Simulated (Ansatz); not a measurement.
Crystal: Hf2Pd2Se2Br2O3.

```
CELL_PARAMETERS angstrom
-1.89227 2.67212 12.28423
1.89227 -2.67212 12.28423
1.89227 2.67212 -12.28423
ATOMIC_POSITIONS crystal
Hf 0.92095 0.92095 0.00000
Hf 0.07905 0.07905 0.00000
Pd 0.68332 0.68332 0.00000
Pd 0.31668 0.31668 0.00000
Se 0.61777 0.11777 0.50000
Se 0.38223 0.88223 0.50000
Br 0.78660 0.78660 0.00000
Br 0.21340 0.21340 0.00000
O 0.90121 0.40121 0.50000
O 0.09879 0.59879 0.50000
O 0.00000 0.00000 0.00000
```

The cell was built by a generator and needn't be a form met in nature.

| Quantity | Value |
| --- | --- |
| Program | Ansatz 0.2.0 |
| Task | relaxation of cell and atoms |
| Functional | r2SCAN |
| Potentials or basis | Ansatz PAW |
| Cutoff | 500 eV (not typed: the program's choice for these potentials) |
| k mesh | 6 × 6 × 6 |
| Occupations | fermi-dirac, width 0.05 eV |
| Spin | no spin polarisation |

At the start: volume 22.59 Å³/atom.

How do energy, volume and symmetry change on relaxing?

It ends after 6 steps and the volume is 22.04 Å³/atom (-2.4 %); space group Immm (No. 71, to 0.05 Å).

The path:
| step | energy change (eV) | largest force (eV/Å) | volume (Å³) |
| --- | --- | --- | --- |
| 1 | 0.0000 | 0.1436 | 248.45 |
| 2 | -0.0382 | 0.1690 | 242.91 |
| 3 | -0.0493 | 0.0200 | 241.98 |
| 4 | -0.0500 | 0.0185 | 242.46 |
| 5 | -0.0502 | 0.0038 | 242.47 |
| 6 | -0.0477 | 0.0039 | 242.47 |

Final structure:
```
Hf Pd Se Br O
1.0
    -1.87691    2.68619   12.02288
     1.87691   -2.68619   12.02288
     1.87691    2.68619  -12.02288
Hf Pd Se Br O
2 2 2 2 3
Cartesian
  0.0000 0.0000 22.1166
  0.0000 0.0000 1.9292
  0.0000 0.0000 16.3902
  0.0000 0.0000 7.6556
  0.0000 2.6862 2.7680
  1.8769 0.0000 9.2549
  0.0000 0.0000 18.9237
  0.0000 0.0000 5.1220
  0.0000 2.6862 9.6095
  1.8769 0.0000 2.4133
  0.0000 0.0000 0.0000
```

Caveat: the plane-wave basis is chosen anew once the cell has moved, so the energies of steps on either side of that aren't comparable; the PAW data sets come from PBE, with cores solved anew for the run's functional, which leaves a small shift of forces and pressure.
